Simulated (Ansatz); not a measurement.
**CH6GaN: basis-set convergence**

How large a basis does CH6GaN need? Two functionals are run in growing sets.

The runs use Ansatz 0.2.0, Gaussian basis; one geometry, several basis sets.

Levels to be run: PBE0-D4/def2-SVP; ωB97M-V/def2-SVP; PBE0-D4/def2-QZVPP; ωB97M-V/def2-QZVPP; the functionals' def2-TZVPP values are taken from earlier runs.

## Step 1: Structure used throughout

All runs share one geometry, relaxed beforehand with PBE0-D4 in a triple-zeta def2 set.

SMILES `[CH3][GaH][NH2]`, 9 atoms, charge 0, spin multiplicity 1.

Atoms are counted from 1 here; the program's logs count them from 0.

Bond lengths: C1–Ga2 1.962 Å, C1–H4 1.093 Å, C1–H5 1.093 Å, C1–H6 1.091 Å, Ga2–N3 1.819 Å, Ga2–H7 1.566 Å, N3–H8 1.006 Å, N3–H9 1.006 Å. Angles: Ga2–C1–H4 110.5°, Ga2–C1–H5 110.5°, Ga2–C1–H6 111.7°, H4–C1–H5 107.2°, H4–C1–H6 108.5°, H5–C1–H6 108.5°, C1–Ga2–N3 118.1°, C1–Ga2–H7 126.4°, N3–Ga2–H7 115.5°, Ga2–N3–H8 124.0°, Ga2–N3–H9 124.3°, H8–N3–H9 111.7°.

## Step 2: PBE0-D4 in def2-SVP

Contents of in.yaml:

```yaml
crystal:
  periodic: [false, false, false]
  atoms:
    - {symbol: C, position_ang: [-0.279100, 0.944668, -1.124790]}
    - {symbol: Ga, position_ang: [0.513388, -0.531858, -0.104388]}
    - {symbol: N, position_ang: [-0.068180, -0.807640, 1.596756]}
    - {symbol: H, position_ang: [-0.755984, 0.568332, -2.033077]}
    - {symbol: H, position_ang: [0.493364, 1.652233, -1.435637]}
    - {symbol: H, position_ang: [-1.026297, 1.483452, -0.540124]}
    - {symbol: H, position_ang: [1.617887, -1.521304, -0.608688]}
    - {symbol: H, position_ang: [0.276534, -1.536607, 2.197701]}
    - {symbol: H, position_ang: [-0.771612, -0.251286, 2.052236]}
basis:
  gaussian: {orbitals: def2-SVP}
hamiltonian: {xc: pbe0, dispersion: d4}
output: {orbitals: {seedname: orbitals}}
```

Command:

```sh
> ansatz run in.yaml --threads 2 --pin off --events-out ev --progress --plain --max-ram 32768MiB --backend cpu
```

After this run come: ωB97M-V in def2-SVP; PBE0-D4 in def2-QZVPP; ωB97M-V in def2-QZVPP.

**Question.** What will the summary of the whole plan be? Wanted: PBE0-D4: double and triple zeta above quadruple; ωB97M-V: double and triple zeta above quadruple.

As calculated:

| quantity | value |
| --- | --- |
| PBE0-D4: double and triple zeta above quadruple | 11.20, 1.36 eV |
| ωB97M-V: double and triple zeta above quadruple | 11.31, 1.32 eV |

In words: For PBE0-D4 the step from double to triple zeta gains 9.84 eV and the next only 1.36 eV. Total energies overstate the basis error of differences, where much of it tends to cancel. The LUMO of ωB97M-V is positive and keeps falling with the basis (1.64 to 1.06 eV): an unbound level that the basis holds in place.
